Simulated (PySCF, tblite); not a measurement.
**C₄H₈OSeSi: geometry, infrared bands and NMR shifts**

Wanted: the infrared bands and NMR shifts of C₄H₈OSeSi (`C=C/C=C\O[SiH2][SeH]`), by calculation.

The runs use tblite 0.8.0 and PySCF 2.14.0, with density-fitted response routines of our own; the level of theory stands in each step. All values are computed, except where a source is named. Atoms count from 0, in the outputs and in this text.

## 1. The starting structure

15 atoms, charge 0, multiplicity 1; geometry from: force field or distance geometry start.

Bonds of the start (Å): C0–C1 1.32, C1–C2 1.47, C2–C3 1.32, C3–O4 1.38, O4–Si5 1.72, Si5–Se6 2.30, C0–H7 1.09, C0–H8 1.08, C1–H9 1.09, C2–H10 1.08, C3–H11 1.09, Si5–H12 1.49, Si5–H13 1.46, Se6–H14 1.53.

## 2. Geometry optimisation with GFN2-xTB

What the job is given:

```
{"job": {"kind": "relax", "xc": "GFN2-xTB", "basis": "xTB"}, "charge": 0, "multiplicity": 1}
C     -2.824700     0.352900     0.336600
C     -1.602600     0.160300    -0.127500
C     -1.089400    -1.181200    -0.457200
C      0.151300    -1.255600    -0.915000
O      0.902800    -0.107000    -1.013700
Si     2.510000     0.054400    -0.408400
Se     2.994900     2.287500    -0.177200
H     -3.172500     1.356500     0.588300
H     -3.534700    -0.453600     0.482100
H     -0.980500     1.048300    -0.216100
H     -1.740700    -2.032600    -0.348100
H      0.539100    -2.246100    -1.165000
H      2.591300    -0.503300     0.966100
H      3.530600    -0.509800    -1.281500
H      1.720700     3.037200     0.209000
```

On the command line:

```console
$ OMP_NUM_THREADS=1 python probes_run.py task.json out
```

One launch serves the whole session: the jobs run in the order shown.

**Question.** This job is followed by: GFN2-xTB harmonic vibrations, gas phase; GIAO PBE0/pcSseg-1 NMR shielding, non-relativistic, gas phase. What will the session give for the following? strongest single infrared mode (GFN2-xTB); zero-point energy (GFN2-xTB); 13C shifts against TMS (PBE0/pcSseg-1); 1H shifts against TMS (PBE0/pcSseg-1, means over atoms taken as alike); 17O shifts against H2O (PBE0/pcSseg-1); 29Si shifts against TMS (PBE0/pcSseg-1); 77Se shifts against Me2Se (PBE0/pcSseg-1).

**Answer**, as computed:

| quantity | value |
| --- | --- |
| strongest single infrared mode (GFN2-xTB) | 735 cm⁻¹, 564 km/mol |
| zero-point energy (GFN2-xTB) | 63.9 kcal/mol |
| 13C shifts against TMS (PBE0/pcSseg-1) | 145.1, 137.4, 121.5, 121.2 ppm |
| 1H shifts against TMS (PBE0/pcSseg-1, means over atoms taken as alike) | 7.11, 6.18, 5.88, 5.56, 5.39, 5.35, 0.54 ppm |
| 17O shifts against H2O (PBE0/pcSseg-1) | 105.1 ppm |
| 29Si shifts against TMS (PBE0/pcSseg-1) | -4.3 ppm |
| 77Se shifts against Me2Se (PBE0/pcSseg-1) | -492 ppm |

**Reading.** The optimisation took 92 steps and gained 0.537 eV; among the close pairs (by a distance rule), O4–Si5 changed most, from 1.725 to 1.621 Å. No mode is imaginary among the 39: a minimum at this level. The strongest single mode, at 735 cm⁻¹, moves mainly H12 and H13. Unscaled tight-binding wavenumbers are off by several per cent, some by more. Its intensities can rank the bands wrongly. At PBE0/pcSseg-1: Shielding is most anisotropic at Se6 (span 877 ppm, paramagnetic term -752 ppm). Spin-orbit coupling is left out, which matters for shieldings and couplings at and beside the heavy atoms.
